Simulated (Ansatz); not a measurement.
# ClF2HSi: the cost of one run

Method: RKS PBE0-D4/def2-SVP, in Ansatz 0.2.0.

## (1) The starting structure

Bond lengths: Si1–H2 1.460 Å, Si1–Cl3 2.130 Å, Si1–F4 1.589 Å, Si1–F5 1.589 Å. Angles: H2–Si1–Cl3 109.4°, H2–Si1–F4 109.5°, H2–Si1–F5 109.5°, Cl3–Si1–F4 109.5°, Cl3–Si1–F5 109.5°, F4–Si1–F5 109.5°.

As a file:

```xyz
5

Si    0.0000    0.0000    0.0000
H     0.0000    0.0000    1.4600
Cl    2.0086    0.0000   -0.7093
F    -0.7489    1.2974   -0.5295
F    -0.7489   -1.2974   -0.5295
```

## (2) Preparing the start

Contents of input.yaml:

```yaml
crystal:
  periodic: [false, false, false]
  atoms:
    - { symbol: Si, position_ang: [0.0, 0.0, 0.0] }
    - { symbol: H, position_ang: [0.0, 0.0, 1.46] }
    - { symbol: Cl, position_ang: [2.0086, 0.0, -0.7093] }
    - { symbol: F, position_ang: [-0.7489, 1.2974, -0.5295] }
    - { symbol: F, position_ang: [-0.7489, -1.2974, -0.5295] }
basis:
  gaussian: { orbitals: def2-SVP }
hamiltonian:
  xc: pbe0
  dispersion: d4
relax:
  f_tol: 0.02
  max_steps: 40
```

Run with:

```sh
$ ansatz run input.yaml --threads 1 --pin off --max-ram 2048MiB --backend cpu --events-out ev --progress --plain --runs-dir out
```

Q: Estimate wall time and peak memory on 1 thread of Arm Neoverse V2, shared host.

About 12 s, with a peak of 0.13 GiB.
